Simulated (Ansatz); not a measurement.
**C4H3ClSe: a ladder of functionals and wavefunction methods**

An exercise on one series of results from a longer session: the logs are not shown, and one member is left open.

Method: functionals in def2-TZVPP, the program's frozen cores in correlated methods; program: Ansatz 0.2.0, Gaussian basis.

Plan: LDA (SPW92), PBE-D4, revPBE-D4, BLYP-D4, r2SCAN-D4, B97M-V, PBE0-D4, B3LYP-D4, r2SCANh-D4, r2SCAN0-D4, HSE06-D4, BHLYP-D4, CAM-B3LYP-D4, LC-ωPBE, ωB97X-V, ωB97M-V, B2PLYP, PBE-QIDH; CCSD(T)/def2-SVP; CCSD(T)/def2-TZVPP; MP2/def2-QZVPP; extrapolation to the limit; RPA on PBE.

## The relaxed structure

The geometry comes from an earlier relaxation with PBE0-D4 in a triple-zeta def2 set; it is a stationary point, not always the lowest conformer.

SMILES `Clc1ccc[se]1`, 9 atoms, charge 0, spin multiplicity 1.

Atoms are counted from 1 here; the program's logs count them from 0.

Bond lengths: Cl1–C2 1.704 Å, C2–C3 1.357 Å, C2–Se6 1.862 Å, C3–C4 1.422 Å, C3–H7 1.082 Å, C4–C5 1.356 Å, C4–H8 1.083 Å, C5–Se6 1.854 Å, C5–H9 1.079 Å. Angles: Cl1–C2–C3 126.4°, Cl1–C2–Se6 121.5°, C3–C2–Se6 112.1°, C2–C3–C4 114.0°, C2–C3–H7 122.3°, C4–C3–H7 123.8°, C3–C4–C5 115.3°, C3–C4–H8 122.3°, C5–C4–H8 122.4°, C4–C5–Se6 111.7°, C4–C5–H9 127.7°, Se6–C5–H9 120.6°, C2–Se6–C5 86.9°.

The first run:

in.yaml

```yaml
crystal:
  periodic: [false, false, false]
  atoms:
    - {symbol: Cl, position_ang: [2.122086, -0.006502, -2.141142]}
    - {symbol: C, position_ang: [0.886539, 0.134378, -0.975520]}
    - {symbol: C, position_ang: [0.539489, -0.798033, -0.053316]}
    - {symbol: C, position_ang: [-0.533712, -0.403337, 0.792476]}
    - {symbol: C, position_ang: [-1.039970, 0.831130, 0.549979]}
    - {symbol: Se, position_ang: [-0.161805, 1.667679, -0.851637]}
    - {symbol: H, position_ang: [1.043343, -1.752771, 0.020431]}
    - {symbol: H, position_ang: [-0.919164, -1.044720, 1.575482]}
    - {symbol: H, position_ang: [-1.848305, 1.325974, 1.066147]}
basis:
  gaussian: {orbitals: def2-TZVPP}
hamiltonian: {xc: lda}
output: {orbitals: {seedname: orbitals}}
```

On the command line:

```sh
ansatz run in.yaml --threads 4 --pin off --events-out ev --progress --plain --max-ram 10444MiB
```

Among the steps run: LDA; PBE-D4 (GGA); revPBE-D4 (GGA); BLYP-D4 (GGA); r2SCAN-D4 (meta-GGA); B97M-V (meta-GGA); PBE0-D4 (hybrid); B3LYP-D4 (hybrid); r2SCANh-D4 (hybrid); r2SCAN0-D4 (hybrid); HSE06-D4 (hybrid); BHLYP-D4 (hybrid); CAM-B3LYP-D4 (range-separated); LC-ωPBE (range-separated); ωB97X-V (range-separated); ωB97M-V (range-separated); B2PLYP (double hybrid); PBE-QIDH (double hybrid).

One table of the session follows, with a row left open; its other results are not shown here.

It belongs to the step «Orbital energies across the functionals». 

| functional | HOMO (eV) | gap (eV) |
| --- | --- | --- |
| LDA (SPW92) | -5.87 | 3.98 |
| PBE-D4 | -5.68 | 4.01 |
| revPBE-D4 | -5.61 | 4.02 |
| BLYP-D4 | -5.49 | 3.97 |
| r2SCAN-D4 | -5.87 | 4.31 |
| B97M-V | -5.86 | 4.36 |
| PBE0-D4 | -6.74 | 5.87 |
| B3LYP-D4 | -6.50 | 5.46 |
| r2SCANh-D4 | ? | ? |
| r2SCAN0-D4 | -6.87 | 6.06 |
| HSE06-D4 | -6.34 | 5.10 |
| BHLYP-D4 | -7.60 | 7.70 |
| CAM-B3LYP-D4 | -7.96 | 8.15 |
| LC-ωPBE | -9.30 | 10.48 |
| ωB97X-V | -8.93 | 10.10 |
| ωB97M-V | -8.82 | 9.95 |

Estimate the missing values for r2SCANh-D4.

Worked estimate for «HOMO (eV)». Against the share of exact exchange, r2SCAN-D4 (0, -5.87), r2SCAN0-D4 (0.25, -6.87) give a slope of -4.00 per unit share; at 0.1 the line stands at -6.27.

The run gave: HOMO (eV): -6.27; gap (eV): 5.01. In «HOMO (eV)» the line misses by 0.00.
